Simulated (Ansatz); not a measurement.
# Bi2Te2Se: the cost of one run

Method: DFT LDA, scalar-relativistic, plane waves, PAW, in Ansatz 0.2.0.

**1. The starting structure**

Symmetry: R-3m, No. 166, trigonal system. Conventional cell: a = 4.322 Å, b = 4.322 Å, c = 31.757 Å, α = 90.00°, β = 90.00°, γ = 120.00°. Bi (site symmetry 3m) has 3 Te at 3.05 Å and 3 Se at 3.11 Å as nearest neighbours. Around Te (site symmetry 3m) lie 3 Bi at 3.05 Å. Se (site symmetry -3m) is surrounded by 6 Bi at 3.11 Å.

Structure file:

```cif
data_structure
_symmetry_space_group_name_H-M 'R-3m:H'
_symmetry_Int_Tables_number 166
_cell_length_a 4.3219
_cell_length_b 4.3219
_cell_length_c 31.7567
_cell_angle_alpha 90.000
_cell_angle_beta 90.000
_cell_angle_gamma 120.000
_cell_volume 513.72
loop_
_atom_site_label
_atom_site_type_symbol
_atom_site_symmetry_multiplicity
_atom_site_Wyckoff_symbol
_atom_site_fract_x
_atom_site_fract_y
_atom_site_fract_z
_atom_site_occupancy
Bi1 Bi 6 c 0.66667 0.33333 0.94161 1
Te1 Te 6 c 0.33333 0.66667 0.88626 1
Se1 Se 3 a 0.00000 0.00000 0.00000 1
```

The structure rests on an entry of the Materials Project (structure only); cell or positions may have been set otherwise for this series.

**2. Relaxing the atoms: Bi2Te2Se, no spin**

Input file input.yaml:

```yaml
crystal:
  lattice:
    - [2.1609687617, 1.2476358963, 10.5855712543]
    - [-2.1609687617, 1.2476358963, 10.5855712543]
    - [0.0, -2.4952717926, 10.5855712543]
  atoms:
    - { symbol: Bi, position: [0.60827876, 0.60827876, 0.60827876] }
    - { symbol: Bi, position: [0.39172124, 0.39172124, 0.39172124] }
    - { symbol: Te, position: [0.21959513, 0.21959513, 0.21959513] }
    - { symbol: Te, position: [0.78040487, 0.78040487, 0.78040487] }
    - { symbol: Se, position: [1.0, 0.0, 0.0] }
scf:
  occupations: { method: fixed }
output:
  forces: true
  stress: true
  eigenvalues: true
  write_density: true
  write_potential: true
  elf: true
  volumetric_format: npy
kpoints:
  mp_grid: { grid: [3, 3, 3] }
hamiltonian:
  xc: lda
relax:
  f_tol: 0.003
  max_steps: 60
```

Launch:

```console
ansatz run input.yaml --threads 8 --pin off --max-ram 32768MiB --backend cpu --events-out ev --progress --plain --runs-dir out
```

Q: Estimate wall time and peak memory on 8 threads of Intel Xeon Platinum 8375C at 2.90GHz (Ice Lake), shared host.

About 3 s, with a peak of 0.61 GiB.
